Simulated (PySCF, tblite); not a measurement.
**C₄H₁₂AlNOSi: infrared bands and NMR shifts**

Wanted: the infrared bands and NMR shifts of C₄H₁₂AlNOSi (`CC#[N+][Al@@H-]([CH2][SiH3])[O]C`), by calculation.

Computed with tblite 0.8.0 and PySCF 2.14.0, with density-fitted response routines of our own, on a single molecule in the gas phase. Atoms count from 0, in the outputs and in this text.

## Step 1: Starting geometry

20 atoms, charge 0, multiplicity 1; geometry from: GFN2-xTB.

Bonds of the start (Å): C0–C1 1.43, C1–N2 1.15, N2–Al3 2.03, Al3–C4 2.01, C4–Si5 1.89, Al3–O6 1.67, O6–C7 1.39, C0–H8 1.09, C0–H9 1.09, C0–H10 1.09, Al3–H11 1.54, C4–H12 1.10, C4–H13 1.10, Si5–H14 1.47, Si5–H15 1.46, Si5–H16 1.48, C7–H17 1.09, C7–H18 1.09, C7–H19 1.09.

## Step 2: Harmonic vibrations with GFN2-xTB

The job: settings as JSON, then the geometry in Å.

```
{"job": {"kind": "ir", "xc": "GFN2-xTB", "basis": "xTB"}, "charge": 0, "multiplicity": 1}
C     -2.979661    -1.705690    -0.079002
C     -1.916687    -0.805064    -0.384408
N     -1.071385    -0.073020    -0.635726
Al     0.920619     0.326189    -0.534297
C      0.822653     1.649173     0.976424
Si     0.332577     3.321394     0.246212
O      1.499323    -1.223787    -0.334409
C      2.025517    -2.502591    -0.205321
H     -3.305780    -1.550617     0.949286
H     -2.624176    -2.729590    -0.194066
H     -3.817373    -1.533903    -0.754723
H      1.142779     0.839050    -1.968652
H      0.107287     1.389988     1.767473
H      1.787232     1.766753     1.484998
H     -0.978168     3.249379    -0.417621
H      1.326412     3.812836    -0.710956
H      0.211474     4.343197     1.303393
H      1.700305    -2.957786     0.735862
H      3.118754    -2.468663    -0.213771
H      1.693148    -3.136568    -1.033731
```

**Question.** This job is followed by: GIAO PBE0/pcSseg-1 NMR shielding, non-relativistic, gas phase. Predict these results of the whole session: strongest single infrared mode (GFN2-xTB); zero-point energy (GFN2-xTB); 13C shifts against TMS (PBE0/pcSseg-1); 1H shifts against TMS (PBE0/pcSseg-1, means over atoms taken as alike); 15N shifts against NH3 (PBE0/pcSseg-1); 27Al shifts against AlH4- (PBE0/pcSseg-1); 29Si shifts against TMS (PBE0/pcSseg-1); 17O shifts against H2O (PBE0/pcSseg-1).

As calculated:

```
                                                              quantity                                     value
                             strongest single infrared mode (GFN2-xTB)                      811 cm⁻¹, 533 km/mol
                                          zero-point energy (GFN2-xTB)                             88.6 kcal/mol
                                13C shifts against TMS (PBE0/pcSseg-1)               131.5, 54.8, 1.0, -13.2 ppm
1H shifts against TMS (PBE0/pcSseg-1, means over atoms taken as alike)  4.25, 3.81, 3.50, 2.40, -0.78, -0.90 ppm
                                15N shifts against NH3 (PBE0/pcSseg-1)                                 252.2 ppm
                             27Al shifts against AlH4- (PBE0/pcSseg-1)                                  29.5 ppm
                               29Si shifts against TMS (PBE0/pcSseg-1)                                 -77.0 ppm
                                17O shifts against H2O (PBE0/pcSseg-1)                                  12.0 ppm
```

In words: The lowest mode is imaginary (33i cm⁻¹), so the xTB geometry is not a minimum. The strongest single mode, at 811 cm⁻¹, is carried by H16, H15, Si5, H14. GFN2-xTB is a fitted tight-binding method: band positions and strengths are rough. Its intensities can rank the bands wrongly. H17, H18, H19 (mean) (hydrogen on a methyl carbon bonded to O) lies farthest downfield among hydrogen, at 4.25 ppm; its carbon carries O, which withdraws density. At PBE0/pcSseg-1: The largest span, 470 ppm, is at N2, where the paramagnetic term is -324 ppm.
